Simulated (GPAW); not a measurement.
Write an ASE script for GPAW 26.7.0 that does the following.

```yaml
Task: band structure
Functional: PBEsol
Potentials_or_basis: PAW data sets generated in the run's folder for this functional
Cutoff: 800 eV
Basis: pw
k_mesh: 7 × 7 × 7
Occupations: fermi-dirac, width 0.05 eV
Spin: collinear spin, ferromagnetic start
Starting_moments: "[3.0, 3.0, 3.0, 0.0, 0.0] μB"
Hubbard_terms: Fe d U = 2 eV
Maxiter: 150
Band_path: GXMGRX,MR
Band_points: 60
```

AlFe3B:

```xyz
5
Lattice="3.8223 0.0000 0.0000 0.0000 3.8223 0.0000 0.0000 0.0000 3.8223" Properties=species:S:1:pos:R:3 pbc="T T T"
Fe    0.0000    0.0000    1.9112
Fe    0.0000    1.9112    0.0000
Fe    1.9112    0.0000    0.0000
Al    1.9112    1.9112    1.9112
B     0.0000    0.0000    0.0000
```

The cell comes from a database or a generator and needn't be the stable form of this composition.

The input as run:

run.py

```python
from ase import Atoms
from ase.dft.bandgap import bandgap
from ase.io import write
from ase.units import GPa
from gpaw import GPAW, PW, setup_paths

setup_paths.insert(0, '.')

atoms = Atoms(['Fe', 'Fe', 'Fe', 'Al', 'B'],
              cell=[[3.822322, 0.0, 0.0],
                    [0.0, 3.822322, 0.0],
                    [0.0, 0.0, 3.822322]],
              scaled_positions=[[0.0, 0.0, 0.5],
                                [0.0, 0.5, 0.0],
                                [0.5, 0.0, 0.0],
                                [0.5, 0.5, 0.5],
                                [0.0, 0.0, 0.0]],
              pbc=True)
atoms.set_initial_magnetic_moments([3.0, 3.0, 3.0, 0.0, 0.0])

calc = GPAW(mode=PW(800),
            xc='PBEsol',
            kpts={'size': (7, 7, 7), 'gamma': True},
            occupations={'name': 'fermi-dirac', 'width': 0.05},
            setups={'Fe': ':d,2.0'},
            nbands=33,
            convergence={'density': 1e-05, 'energy': 1e-05},
            maxiter=150,
            txt='gpaw.txt')
atoms.calc = calc
energy = atoms.get_potential_energy()
forces = atoms.get_forces()
stress = atoms.get_stress()
calc.write('gs.gpw')
write('result.traj', atoms)
print(f'Energy: {energy:.6f} eV')
print('Forces (eV/A):')
print(forces.round(4))
print('Stress (GPa):', (stress / GPa).round(3))
print('Moments:', calc.get_magnetic_moments().round(3))
print('Fermi level:', round(calc.get_fermi_level(), 4), 'eV')
print(f'Gap: {bandgap(calc)[0]:.4f} eV, direct: {bandgap(calc, direct=True)[0]:.4f} eV')

path = atoms.cell.bandpath('GXMGRX,MR', npoints=60, eps=1e-4)
bs_calc = calc.fixed_density(kpts=path, symmetry='off', nbands=48,
                             convergence={'bands': 'CBM+6.0', 'eigenstates': 1e-6}, txt='bands.txt')
bs = bs_calc.band_structure()
bs.write('bs.json')
print(f'Gap on the path: {bandgap(bs_calc)[0]:.4f} eV')
```

Potentials or basis: PAW data sets generated in the run's folder for this functional, pw.

Launch:

```sh
$ gpaw-setup -f PBEsol Al B Fe
$ OMP_NUM_THREADS=1 python run.py
```

It gave:

| Quantity | Value |
| --- | --- |
| Pressure | 5.4 GPa |
| Band gap along the path | none (metal or under the smearing width) |
| Net moment | 6.32 μB per cell |
| Site moments | Fe +2.31; Al -0.11; B -0.09 μB |

Caveat: the U is typed as a test and isn't derived for this compound.

Wall time 3.5 min on 1 thread of Arm Neoverse V2 (shared host), peak memory 0.61 GiB.
